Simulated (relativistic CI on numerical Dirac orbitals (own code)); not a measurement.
**Cr⁸⁺: one ion under different settings**

How much do the settings matter for Cr⁸⁺? One ion, several inputs.

Method: Dirac-Coulomb-Breit CI, KLI orbitals optimised for each configuration, model QED (radiative potential, 1s self-energy scaled to tabulated hydrogen-like ionisation energies), numerical settings as typed. Code: relativistic CI on numerical Dirac orbitals (own code) version 3.

### Step 1. The system

```
ion            : Cr⁸⁺ (Cr IX)
nuclear charge : 24
electrons      : 16
isotope        : A = 52
```

### Step 2. The usual input

Input settings:

```ini
atom Cr  Z=24  charge=8  electrons=16
nucleus A=52  rms_radius_fm=3.6452
hamiltonian dirac-coulomb  breit=on  qed=on  c_scale=1
orbitals kli  potential=per-configuration
slater_scale 1
correlation none
mixing on
grid step=0.0125 r_max=11.4
scf mixing=0.4 start=green max_iterations=150 tolerance=2e-08 node_fill=0.05
configurations
  [Ne] 3s2 3p4
  [Ne] 3s 3p5
  [Ne] 3p6
  [Ne] 3s2 3p3 3d
  [Ne] 3s2 3p2 3d2
end
```

Run with:

```sh
> python run_levels.py task.json out
```

One command runs all members of the session, one after another, from task.json.

### Step 3. QED terms off, Breit term off

Settings: those of step 2 with these lines changed.

```diff
@@ -2,3 +2,3 @@
 nucleus A=52  rms_radius_fm=3.6452
-hamiltonian dirac-coulomb  breit=on  qed=on  c_scale=1
+hamiltonian dirac-coulomb  breit=off  qed=off  c_scale=1
 orbitals kli  potential=per-configuration
```

### Step 4. Iteration limit 30, tolerance 1e-06, Slater scale 1.2

Input settings:

```ini
atom Cr  Z=24  charge=8  electrons=16
nucleus A=52  rms_radius_fm=3.6452
hamiltonian dirac-coulomb  breit=on  qed=on  c_scale=1
orbitals kli  potential=per-configuration
slater_scale 1.2
correlation none
mixing on
grid step=0.0125 r_max=11.4
scf mixing=0.4 start=green max_iterations=30 tolerance=1e-06 node_fill=0.05
configurations
  [Ne] 3s2 3p4
  [Ne] 3s 3p5
  [Ne] 3p6
  [Ne] 3s2 3p3 3d
  [Ne] 3s2 3p2 3d2
end
```

### Step 5. Potential mixing 0.7

Settings: those of step 4 with these lines changed.

```diff
@@ -4,3 +4,3 @@
 orbitals kli  potential=per-configuration
-slater_scale 1.2
+slater_scale 1
 correlation none
@@ -8,3 +8,3 @@
 grid step=0.0125 r_max=11.4
-scf mixing=0.4 start=green max_iterations=30 tolerance=1e-06 node_fill=0.05
+scf mixing=0.7 start=green max_iterations=150 tolerance=2e-08 node_fill=0.05
 configurations
```

### Step 6. Node fill 0.01

Settings: those of step 5 with these lines changed.

```diff
@@ -8,3 +8,3 @@
 grid step=0.0125 r_max=11.4
-scf mixing=0.7 start=green max_iterations=150 tolerance=2e-08 node_fill=0.05
+scf mixing=0.4 start=green max_iterations=150 tolerance=2e-08 node_fill=0.01
 configurations
```

### Step 7. Node fill 5

Settings: those of step 6 with these lines changed.

```diff
@@ -8,3 +8,3 @@
 grid step=0.0125 r_max=11.4
-scf mixing=0.4 start=green max_iterations=150 tolerance=2e-08 node_fill=0.01
+scf mixing=0.4 start=green max_iterations=93 tolerance=2e-08 node_fill=5
 configurations
```

(Steps that only read results are left out.)

Before running it: what results should come out? Wanted: lowest level, usual settings; total energy; first excitation.

As calculated:

| setting | total energy less usual (Ha) | largest shift of a level among the lowest eight of both runs, same label and place (cm⁻¹) | SCF iterations | time | lowest level | kind of change |
| --- | --- | --- | --- | --- | --- | --- |
| usual | 0 | 0 | 51 | 0.27 s | 3p4 3P2 | - |
| QED terms off, Breit term off | -0.592 | 600 | 51 | 0.18 s | 3p4 3P2 | model term |
| iteration limit 30, tolerance 1e-06, Slater scale 1.2 | -0.0425 | 9830 | 42 | 0.25 s | 3p4 3P2 | model term |
| potential mixing 0.7 | 0 | 0 | 41 | 0.21 s | 3p4 3P2 | numerical |
| node fill 0.01 | 0.000771 | 59.4 | 50 | 0.23 s | 3p4 3P2 | numerical |
| node fill 5 | 0.144 | 779 | 53 | 0.23 s | 3p4 3P2 | unsound |

```
                    quantity          value
lowest level, usual settings        3p4 3P2
                total energy  -1027.2743 Ha
            first excitation    7780.4 cm⁻¹
```

**Reading.** Among the runs whose levels can be followed, they move most under «iteration limit 30, tolerance 1e-06, Slater scale 1.2» (model term), by up to 9830 cm⁻¹. No visible change in the result comes from «potential mixing 0.7». Only the listed configurations are in the model.
